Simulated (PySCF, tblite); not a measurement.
# C₇H₁₀O: a rotation path, then NMR shifts on frames

Aim: move C₇H₁₀O (`C=CC[C@H](C=C)C=O`) away from its starting geometry and see how NMR shifts follow the geometry.

Computed with tblite 0.8.0 and PySCF 2.14.0, with density-fitted response routines of our own, on a single molecule in the gas phase. Atoms are numbered from 0 throughout.

### 1 The molecule as given

18 atoms, charge 0, multiplicity 1; geometry from: GFN2-xTB.

Bonds of the start (Å): C0–C1 1.32, C1–C2 1.49, C2–C3 1.54, C3–C4 1.50, C4–C5 1.32, C3–C6 1.51, C6–O7 1.20, C0–H8 1.08, C0–H9 1.08, C1–H10 1.08, C2–H11 1.09, C2–H12 1.09, C3–H13 1.10, C4–H14 1.08, C5–H15 1.08, C5–H16 1.08, C6–H17 1.11.

### 2 A band between two rotamers with GFN2-xTB

The job: settings as JSON, then the geometry in Å.

```
{"job": {"kind": "neb", "xc": "GFN2-xTB", "basis": "xTB", "atoms": [1, 2, 3, 6], "turn": 120}, "charge": 0, "multiplicity": 1}
C      2.682212    -1.015809    -0.348088
C      1.416650    -1.025282     0.024574
C      0.269584    -0.715595    -0.882194
C     -0.520377     0.501120    -0.378356
C     -1.193975     0.227544     0.937445
C     -1.105927     1.007317     1.998269
C     -1.595861     0.900874    -1.362376
O     -1.876464     0.316011    -2.368184
H      3.481722    -1.242152     0.336501
H      2.972202    -0.788546    -1.361192
H      1.147423    -1.252844     1.048283
H     -0.407312    -1.572930    -0.931590
H      0.628202    -0.513283    -1.892735
H      0.149446     1.361642    -0.265078
H     -1.786975    -0.676903     0.964811
H     -0.517517     1.910183     1.994851
H     -1.609470     0.770262     2.919693
H     -2.142324     1.814707    -1.052956
```

With the program's defaults for keys left out, this is: GFN2-xTB climbing-image nudged elastic band, gas phase.

Command:

```bash
$ OMP_NUM_THREADS=1 python probes_run.py task.json out
```

One launch serves the whole session: the jobs run in the order shown.

Log:

```text
image   E - E0 / eV
  0       0.0000
  1       0.0124
  2       0.0517
  3       0.0998
  4       0.1319
  5       0.1298
  6       0.0972
  7       0.0511
  8       0.0226
```

It took 4.2 s on 1 thread of Arm Neoverse V1, shared host; peak memory 0.19 GiB.

The final band, with the dihedral C1–C2–C3–C6:

```
image  dihedral (°)  energy (eV)  energy (kcal/mol)
    0           174        0.000                0.0
    1           189        0.012                0.3
    2           204        0.052                1.2
    3           218        0.100                2.3
    4           233        0.132                3.0
    5           248        0.130                3.0
    6           262        0.097                2.2
    7           278        0.051                1.2
    8           291        0.023                0.5
```

### 3 Nuclear shieldings: image 0, PBE0/pcSseg-1

The job: settings as JSON, then the geometry in Å.

```
{"job": {"kind": "nmr", "xc": "PBE0", "basis": "pcSseg-1", "pop": false}, "charge": 0, "multiplicity": 1}
C      2.682200    -1.015800    -0.348100
C      1.416600    -1.025300     0.024600
C      0.269600    -0.715600    -0.882200
C     -0.520400     0.501100    -0.378400
C     -1.194000     0.227500     0.937400
C     -1.105900     1.007300     1.998300
C     -1.595900     0.900900    -1.362400
O     -1.876500     0.316000    -2.368200
H      3.481700    -1.242200     0.336500
H      2.972200    -0.788500    -1.361200
H      1.147400    -1.252800     1.048300
H     -0.407300    -1.572900    -0.931600
H      0.628200    -0.513300    -1.892700
H      0.149400     1.361600    -0.265100
H     -1.787000    -0.676900     0.964800
H     -0.517500     1.910200     1.994900
H     -1.609500     0.770300     2.919700
H     -2.142300     1.814700    -1.053000
```

With the program's defaults for keys left out, this is: GIAO PBE0/pcSseg-1 NMR shielding, non-relativistic, gas phase.

Log:

```text
coarse grid: 14888 points
cycle   1  E = -347.2753403239  dE =  1.070e+00  |g| = 7.958e-01  |ddm| = 3.751e+00
cycle   2  E = -346.9241693198  dE =  3.512e-01  |g| = 1.571e+00  |ddm| = 2.118e+00
cycle   3  E = -347.4026588996  dE = -4.785e-01  |g| = 1.755e-01  |ddm| = 1.627e+00
cycle   4  E = -347.4097599785  dE = -7.101e-03  |g| = 5.260e-02  |ddm| = 1.985e-01
cycle   5  E = -347.4103487941  dE = -5.888e-04  |g| = 1.848e-02  |ddm| = 6.112e-02
cycle   6  E = -347.4104209430  dE = -7.215e-05  |g| = 6.264e-03  |ddm| = 1.761e-02
cycle   7  E = -347.4104301260  dE = -9.183e-06  |g| = 1.672e-03  |ddm| = 5.468e-03
final grid: 143384 points
cycle   8  E = -347.4705423677  dE = -3.000e-05  |g| = 1.335e-02  |ddm| = 3.664e-02
cycle   9  E = -347.4704678943  dE =  7.447e-05  |g| = 2.399e-02  |ddm| = 2.980e-02
cycle  10  E = -347.4705781548  dE = -1.103e-04  |g| = 3.167e-03  |ddm| = 2.017e-02
cycle  11  E = -347.4705803375  dE = -2.183e-06  |g| = 2.463e-04  |ddm| = 2.317e-03
cycle  12  E = -347.4705803448  dE = -7.312e-09  |g| = 1.797e-04  |ddm| = 4.001e-04
cycle  13  E = -347.4705803528  dE = -7.971e-09  |g| = 4.322e-05  |ddm| = 1.829e-04
cycle  14  E = -347.4705803532  dE = -4.441e-10  |g| = 1.025e-05  |ddm| = 4.621e-05
converged SCF energy = -347.4705803532

GIAO shielding tensors (ppm)
atom      isotropic    diamagn.    paramagn.     s11        s22        s33       span
  0 C       64.959     253.247    -188.288    -46.656     84.418    157.114    203.770
  1 C       40.572     256.771    -216.199    -85.715     44.415    163.016    248.730
  2 C      148.958     248.435     -99.477    142.087    146.229    158.558     16.471
  3 C      119.744     251.475    -131.731     90.457    124.649    144.127     53.670
  4 C       44.095     257.566    -213.471    -74.140     58.066    148.360    222.500
  5 C       56.746     254.491    -197.746    -57.982     70.443    157.775    215.757
  6 C      -18.458     247.637    -266.095   -110.859    -28.677     84.162    195.021
  7 O     -348.320     399.789    -748.108   -976.352   -438.084    369.478   1345.830
  8 H       26.425      29.344      -2.919     23.370     25.374     30.531      7.161
  9 H       26.255      31.209      -4.955     22.819     25.634     30.311      7.492
 10 H       25.497      32.872      -7.375     22.889     23.793     29.809      6.920
 11 H       29.368      32.219      -2.850     26.478     27.866     33.760      7.282
 12 H       29.247      33.363      -4.116     25.360     28.988     33.394      8.034
 13 H       29.008      34.361      -5.353     25.745     29.938     31.343      5.598
 14 H       26.110      32.851      -6.741     24.349     25.009     28.974      4.625
 15 H       25.950      32.132      -6.182     22.285     25.775     29.789      7.504
 16 H       25.936      29.319      -3.383     22.854     25.288     29.667      6.814
 17 H       21.858      27.777      -5.920     19.664     20.376     25.533      5.869
```

It took 34 s on 1 thread of Arm Neoverse V1, shared host; peak memory 0.85 GiB.

The references, computed at this level on geometries of the same kind, shield at (ppm): 1H TMS 31.72, 13C TMS 186.9, 17O H2O 336.1. Their shielding less the atom's gives the shift. The references are single molecules in the gas phase, so shifts against H2O, NH3, PH3, H3PO4 or CFCl3 are not on the usual liquid scales and can be off by tens of ppm. Each atom is listed at this fixed geometry, with no averaging over motion; a spectrum would average atoms that exchange fast.

```
atoms                              environment  σ (ppm)  δ (ppm)
   C6                 aldehyde carbonyl carbon    -18.5    205.4
   C1                                alkene CH     40.6    146.4
   C4                                alkene CH     44.1    142.8
   C5                     terminal =CH2 carbon     56.7    130.2
   C0                     terminal =CH2 carbon     65.0    122.0
   C3                   sp3 CH α to a carbonyl    119.7     67.2
   C2                          allylic sp3 CH2    149.0     38.0
  H17  hydrogen on an aldehyde carbonyl carbon    21.86     9.86
  H10                 hydrogen on an alkene CH    25.50     6.22
  H16       hydrogen on a terminal =CH2 carbon    25.94     5.78
  H15       hydrogen on a terminal =CH2 carbon    25.95     5.77
  H14                 hydrogen on an alkene CH    26.11     5.61
   H9       hydrogen on a terminal =CH2 carbon    26.25     5.46
   H8       hydrogen on a terminal =CH2 carbon    26.43     5.29
  H13    hydrogen on an sp3 CH α to a carbonyl    29.01     2.71
  H12           hydrogen on an allylic sp3 CH2    29.25     2.47
  H11           hydrogen on an allylic sp3 CH2    29.37     2.35
   O7                          aldehyde oxygen   -348.3    684.4
```

The fields below are evaluated on a grid from the run's orbitals.

Frontier orbitals at PBE0/pcSseg-1, with the share of their density that lies nearest to each atom:

```
orbital  energy (eV)                                   lies on
   HOMO        -7.23                O7 32 %; C0 13 %; H17 10 %
   LUMO        -1.06  C6 30 %; O7 24 %; C4, C5 about 10 % each
```

ELF in a plane through or near 6 of the atoms.

Ten even steps from '0' (0.00) to '9' (1.00):
```
0000000000000000000000000000
0000000000000000000000000000
0000000000000000000000000000
0000000000000000000110000000
0000000000000001114772000000
0000034000000013346884000000
0001899600110015643772000000
0003999832441014744452000000
0001699368651013578764100000
0000146458652147755653000000
0000389842454732541000000000
0000499710565754863430000000
0000045007998227528996000000
0000000019997004526774000000
0000000004850047773000000000
0000000000000157785100000000
0000000000000025676200000000
0000000000000001221000000000
0000000000000000000000000000
0000000000000000000000000000
```
The map spans 12.1 Å across and 10.7 Å up, centred on the molecule. Atoms in the plane (x, y in Å): C0 (-2.8, 0.5), C3 (0.6, -0.5), C5 (1.9, 1.6), C6 (1.4, -1.7), H8 (-3.4, 1.3), H12 (-1.2, -1.6).

On the surface of density 0.002 e/bohr³ the electrostatic potential runs, from the 1st to the 99th percentile, from -1.53 V near O7 to 1.01 V near H15.

### 4 NMR shieldings: image 2, PBE0/pcSseg-1

The job: settings as JSON, then the geometry in Å.

```
{"job": {"kind": "nmr", "xc": "PBE0", "basis": "pcSseg-1", "pop": false}, "charge": 0, "multiplicity": 1}
C      2.593400    -1.085100    -0.096900
C      1.276600    -1.131400    -0.041900
C      0.350600    -0.543900    -1.058500
C     -0.544200     0.561300    -0.470000
C     -0.998300     0.255300     0.931800
C     -0.888400     1.099200     1.940000
C     -1.808600     0.739300    -1.279300
O     -2.179000     0.028200    -2.168400
H      3.206900    -1.540800     0.662100
H      3.119100    -0.600300    -0.903200
H      0.793200    -1.632500     0.786500
H     -0.298400    -1.332900    -1.450300
H      0.919000    -0.132500    -1.894100
H     -0.016200     1.520200    -0.458400
H     -1.447100    -0.719200     1.064700
H     -0.447100     2.075500     1.820400
H     -1.221500     0.848100     2.932100
H     -2.418700     1.597700    -0.934900
```

With the program's defaults for keys left out, this is: GIAO PBE0/pcSseg-1 NMR shielding, non-relativistic, gas phase.

Log:

```text
coarse grid: 14888 points
cycle   1  E = -347.2727582424  dE =  1.074e+00  |g| = 7.943e-01  |ddm| = 3.762e+00
cycle   2  E = -346.9250239332  dE =  3.477e-01  |g| = 1.565e+00  |ddm| = 2.037e+00
cycle   3  E = -347.3993257944  dE = -4.743e-01  |g| = 1.771e-01  |ddm| = 1.557e+00
cycle   4  E = -347.4065405747  dE = -7.215e-03  |g| = 5.261e-02  |ddm| = 1.995e-01
cycle   5  E = -347.4071323379  dE = -5.918e-04  |g| = 1.795e-02  |ddm| = 6.036e-02
cycle   6  E = -347.4071986929  dE = -6.635e-05  |g| = 6.479e-03  |ddm| = 1.729e-02
cycle   7  E = -347.4072084894  dE = -9.797e-06  |g| = 1.753e-03  |ddm| = 5.697e-03
final grid: 143384 points
cycle   8  E = -347.4674281725  dE = -3.226e-05  |g| = 1.303e-02  |ddm| = 3.908e-02
cycle   9  E = -347.4673542064  dE =  7.397e-05  |g| = 2.377e-02  |ddm| = 2.782e-02
cycle  10  E = -347.4674620535  dE = -1.078e-04  |g| = 2.891e-03  |ddm| = 1.903e-02
cycle  11  E = -347.4674638719  dE = -1.818e-06  |g| = 2.732e-04  |ddm| = 2.121e-03
cycle  12  E = -347.4674638807  dE = -8.873e-09  |g| = 2.022e-04  |ddm| = 4.374e-04
cycle  13  E = -347.4674638909  dE = -1.023e-08  |g| = 4.563e-05  |ddm| = 2.029e-04
cycle  14  E = -347.4674638914  dE = -4.923e-10  |g| = 1.048e-05  |ddm| = 5.045e-05
converged SCF energy = -347.4674638914

GIAO shielding tensors (ppm)
atom      isotropic    diamagn.    paramagn.     s11        s22        s33       span
  0 C       65.366     253.398    -188.032    -46.761     85.101    157.758    204.519
  1 C       40.595     257.110    -216.514    -86.229     45.723    162.293    248.522
  2 C      153.169     247.808     -94.639    141.118    151.406    166.984     25.867
  3 C      121.481     250.762    -129.282     92.856    128.192    143.393     50.537
  4 C       45.701     257.826    -212.125    -74.959     56.866    155.196    230.156
  5 C       57.337     254.564    -197.227    -55.409     70.397    157.024    212.433
  6 C      -17.232     248.500    -265.731   -110.440    -27.137     85.882    196.322
  7 O     -341.720     399.794    -741.515   -961.126   -435.462    371.427   1332.553
  8 H       26.438      29.550      -3.112     23.216     25.454     30.643      7.427
  9 H       26.359      31.332      -4.973     22.792     25.879     30.407      7.615
 10 H       25.678      33.203      -7.526     23.137     24.113     29.783      6.646
 11 H       28.483      31.544      -3.061     24.415     27.595     33.440      9.025
 12 H       29.744      32.534      -2.789     26.328     28.226     34.679      8.351
 13 H       28.727      34.075      -5.348     24.625     29.947     31.609      6.984
 14 H       26.120      33.212      -7.092     24.182     25.136     29.041      4.859
 15 H       25.981      32.152      -6.171     22.407     25.724     29.813      7.406
 16 H       26.005      29.752      -3.746     22.934     25.267     29.814      6.880
 17 H       21.915      27.723      -5.807     19.698     20.518     25.531      5.833
```

Wall time 26 s (1 thread of Arm Neoverse V1, shared host); peak memory 0.85 GiB.

This run: δ C6 204.2, C1 146.3, C4 141.2, C5 129.6, H17 9.80, H10 6.04 ppm.

(Part 1 of 2 ends here.)
